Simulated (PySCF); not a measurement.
# GeSe2: the cost of one run

Computed with PySCF 2.14.0. Level: method and basis as typed in the scripts.

5 further runs of the same task are left out: 5 that didn't finish.

### 1 The starting structure

GeSe2: 3 atoms, charge 0, spin multiplicity 1.

Bond lengths: Ge1–Se2 2.189 Å, Ge1–Se3 2.189 Å. Angles: Se2–Ge1–Se3 180.0°.

As a file:

```mol
GeSe2
  3D, bonds by distance, orders not assigned

  3  2  0  0  0  0  0  0  0  0999 V2000
    0.0000    0.0000    0.0000 Ge  0  0
    0.0000    0.0000    2.1888 Se  0  0
    0.0000    0.0000   -2.1888 Se  0  0
  1  2  8  0
  1  3  8  0
M  END
```

### 2 The base run

File input.py:

```python
from pyscf import gto, scf, mp

mol = gto.M(
    atom='Ge 0 0 0; Se 0 0 2.1888; Se 0 0 -2.1888',
    basis='def2-svp',
    charge=0,
    spin=0,
    symmetry=True,
    verbose=4,
)
mf = scf.RHF(mol)
mf.kernel()
mp.MP2(mf, frozen=27).kernel()
mf.dip_moment()
print('orbital energies (hartree):', mf.mo_energy[..., max(0, mol.nelec[1]-3):mol.nelec[0]+3].round(4))
```

Command:

```bash
$ OMP_NUM_THREADS=1 python input.py
```

**Question.** How long does this run take on 1 thread of Arm Neoverse N1, shared host, and how much memory does it need?

About 4.1 s, with a peak of 0.24 GiB.
